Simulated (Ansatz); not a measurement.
# LaP: how the settings move a single-point run

Aim: see which settings change the result for LaP, by how much, and at what cost. The cell is built on a prototype (CsCl type) and needn't be the phase found in nature.

Computed with Ansatz 0.2.0 (reference: DFT, PBEsol, plane waves, PAW, unless a step's input says otherwise).

2 further runs of the same task are left out: 1 for a known fault of the program, 1 that didn't finish.

**1. The starting structure**

It takes space group Pm-3m (No. 221, cubic). Conventional cell: a = 3.650 Å, b = 3.650 Å, c = 3.650 Å, α = 90.00°, β = 90.00°, γ = 90.00°. La (site symmetry m-3m) has 8 P at 3.16 Å as nearest neighbours. Around P (site symmetry m-3m) lie 8 La at 3.16 Å.

As a file:

```
CELL_PARAMETERS angstrom
3.64966 0.00000 0.00000
0.00000 3.64966 0.00000
0.00000 0.00000 3.64966
ATOMIC_POSITIONS crystal
La 0.00000 0.00000 0.00000
P 0.50000 0.50000 0.50000
```

**2. Reference**

The input, input.yaml:

```yaml
crystal:
  lattice:
    - [3.6496601424, 0.0, 0.0]
    - [0.0, 3.6496601424, 0.0]
    - [0.0, 0.0, 3.6496601424]
  atoms:
    - { symbol: La, position: [0.0, 0.0, 0.0] }
    - { symbol: P, position: [0.5, 0.5, 0.5] }
kpoints:
  mp_grid: { grid: [6, 6, 6] }
hamiltonian:
  xc: pbesol
scf:
  occupations: { method: fermi_dirac, width: 0.02 }
  n_extra_bands: 4
output:
  forces: true
  stress: true
  eigenvalues: true
```

The run is started by

```
> ansatz run input.yaml --threads 4 --pin off --max-ram 3686MiB --backend cpu --events-out ev --progress --plain --runs-dir out
```

**3. Variant: preconditioner kerker**

input.yaml: that of step 2 with these lines changed.

```diff
@@ -15,2 +15,3 @@
   n_extra_bands: 4
+  mixing: { preconditioner: kerker }
 output:
```

**4. Variant: n_extra_bands 1**

input.yaml: that of step 2 with these lines changed.

```diff
@@ -14,3 +14,3 @@
   occupations: { method: fermi_dirac, width: 0.02 }
-  n_extra_bands: 4
+  n_extra_bands: 1
 output:
```

**Question.** What will these runs give? Wanted: for each run, ending; energy change; pressure; gap; force.

As calculated:

```tsv
run	ending	energy change	pressure (GPa)	gap (eV)	force (eV/Å)	cycles	time
reference	converged	0	-3.8	0.00	0.00	6	1.4 s
1: preconditioner kerker	converged	0.0 meV/atom	-3.8	0.00	0.00	6	1.4 s
2: n_extra_bands 1	converged	0.0 meV/atom	-3.8	0.00	0.00	6	1.5 s
```

Residual by cycle in the longest SCF loop of each run; runs are numbered as in the table. The quantity is the density residual dr2, in eV.

```tsv
cycle	reference	run 1	run 2
1	0.00609	0.00609	0.00614
2	0.00132	0.00239	0.00133
3	0.00188	5.6e-5	0.00198
4	6.0e-6	1.5e-6	5.5e-6
5	2.7e-7	9.4e-8	3.6e-7
6	2.6e-8	2.5e-8	2.4e-8
```

What this shows: Of the converged runs whose energies compare with the reference's, none moves it noticeably.
